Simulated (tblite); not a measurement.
# CH7Cl3P2Si3: the cost of one run

Programs: tblite 0.8.0 and PySCF 2.14.0, with density-fitted response routines of our own. Each step states its level of theory. These are calculated values for one molecule in the gas phase, unless marked as measured. Atoms count from 0, in the outputs and in this text.

### 1 Starting geometry

16 atoms, charge 0, multiplicity 1; geometry from: force field or distance geometry start.

Bonds of the start (Å): Cl0–Si1 2.08, Si1–C2 1.88, C2–Cl3 1.76, C2–Cl4 1.77, C2–Si5 1.87, Si5–P6 2.21, P6–Si7 2.20, Si7–P8 2.21, P8–Si5 2.20, Si1–H9 1.48, Si1–H10 1.46, Si5–H11 1.46, P6–H12 1.45, Si7–H13 1.45, Si7–H14 1.47, P8–H15 1.43.

### 2 Optimising the geometry with GFN2-xTB

The job: settings as JSON, then the geometry in Å.

```
{"job": {"kind": "relax", "xc": "GFN2-xTB", "basis": "xTB"}, "charge": 0, "multiplicity": 1}
Cl    -2.604100     1.965100    -0.684700
Si    -2.874200     0.047000     0.076400
C     -1.317200    -0.976200    -0.164300
Cl    -0.950800    -1.807200     1.342300
Cl    -1.610300    -2.203200    -1.408400
Si     0.116500     0.101200    -0.688100
P      0.895300     1.162300     1.091900
Si     2.872200     0.223800     0.828800
P      1.998400    -1.038900    -0.759200
H     -3.141500     0.065800     1.528000
H     -4.045000    -0.571000    -0.548600
H     -0.169300     0.956100    -1.831200
H      0.940100     2.596500     0.881300
H      3.891900     1.166800     0.396000
H      3.300800    -0.643400     1.939700
H      2.689500    -1.036000    -2.011500
```

Command:

```
$ OMP_NUM_THREADS=1 python probes_run.py task.json out
```

The driver reads the jobs from task.json and runs them one after another.

**Question.** How long does this first job take on 1 thread of Arm Neoverse N1, shared host, and how much memory does it need?

About 4.5 s, with a peak of 0.18 GiB.
